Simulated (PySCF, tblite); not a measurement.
# C4H5GeO3 radical: geometry, infrared bands and EPR parameters

What infrared bands and EPR parameters should C4H5GeO3 radical (`O=C1OC=[C][C@H]1[O][GeH3]`) show?

Programs: tblite 0.8.0 and PySCF 2.14.0, with density-fitted response routines of our own. Each step states its level of theory. These are calculated values for one molecule in the gas phase, unless marked as measured. Atoms count from 0, in the outputs and in this text.

### 1 The starting structure

13 atoms, charge 0, multiplicity 2; geometry from: force field or distance geometry start.

Bonds of the start (Å): O0–C1 1.24, C1–O2 1.41, O2–C3 1.37, C3–C4 1.31, C4–C5 1.48, C5–O6 1.39, O6–Ge7 1.80, C5–C1 1.48, C3–H8 1.11, C5–H9 1.10, Ge7–H10 1.55, Ge7–H11 1.56, Ge7–H12 1.54.

### 2 Optimising the geometry with GFN2-xTB

The job: settings as JSON, then the geometry in Å.

```
{"job": {"kind": "relax", "xc": "GFN2-xTB", "basis": "xTB"}, "charge": 0, "multiplicity": 2}
O      0.693300     1.467400    -1.789400
C      1.117300     0.697900    -0.918200
O      2.435200     0.550400    -0.453400
C      2.429400    -0.418300     0.513400
C      1.240000    -0.928600     0.744000
C      0.279600    -0.261900    -0.159600
O     -0.570000     0.504700     0.632300
Ge    -2.293800     0.093900     0.328600
H      3.363800    -0.717800     1.033900
H     -0.271800    -0.961900    -0.808300
H     -2.953100    -0.117500     1.715900
H     -3.045900     1.280000    -0.350400
H     -2.428200    -1.187800    -0.506500
```

Started as:

```bash
$ OMP_NUM_THREADS=1 python probes_run.py task.json out
```

One launch serves the whole session: the jobs run in the order shown.

**Question.** This job is followed by: GFN2-xTB harmonic vibrations, gas phase; UKS B3LYP, def2-TZVP-core on Ge, pcH-1 on C H O, non-relativistic, mean-field spin-orbit, GIAO. Predict these results of the whole session: strongest single infrared mode (GFN2-xTB); zero-point energy (GFN2-xTB); g(iso) (B3LYP); ⟨S²⟩; largest a(iso) (averaged by class); potential on the surface of density 0.002 e/bohr³, 1st and 99th percentile.

**Answer**, as computed:

| quantity | value |
| --- | --- |
| strongest single infrared mode (GFN2-xTB) | 2039 cm⁻¹, 447 km/mol |
| zero-point energy (GFN2-xTB) | 47.4 kcal/mol |
| g(iso) (B3LYP) | 2.00224 |
| ⟨S²⟩ | 0.760 (exact 0.75) |
| largest a(iso) (averaged by class) | 13C on C4, 476.7 MHz |
| potential on the surface of density 0.002 e/bohr³, 1st and 99th percentile | -1.26 V and 1.66 V |

Relaxing lowered the energy by 0.957 eV in 94 steps; the close pair that moved most is C1–O2, from 1.405 to 1.318 Å. No mode is imaginary among the 33: a minimum at this level. The strongest single mode, at 2039 cm⁻¹, moves mainly H11 and H12. Unscaled tight-binding wavenumbers are off by several per cent, some by more. Its intensities can rank the bands wrongly. C4 carries the largest spin population, 0.97 e. The isotropic g lies 0.1 ppt below the free-electron value. The hyperfine terms hold no scalar relativity, which the heavier nuclei need.
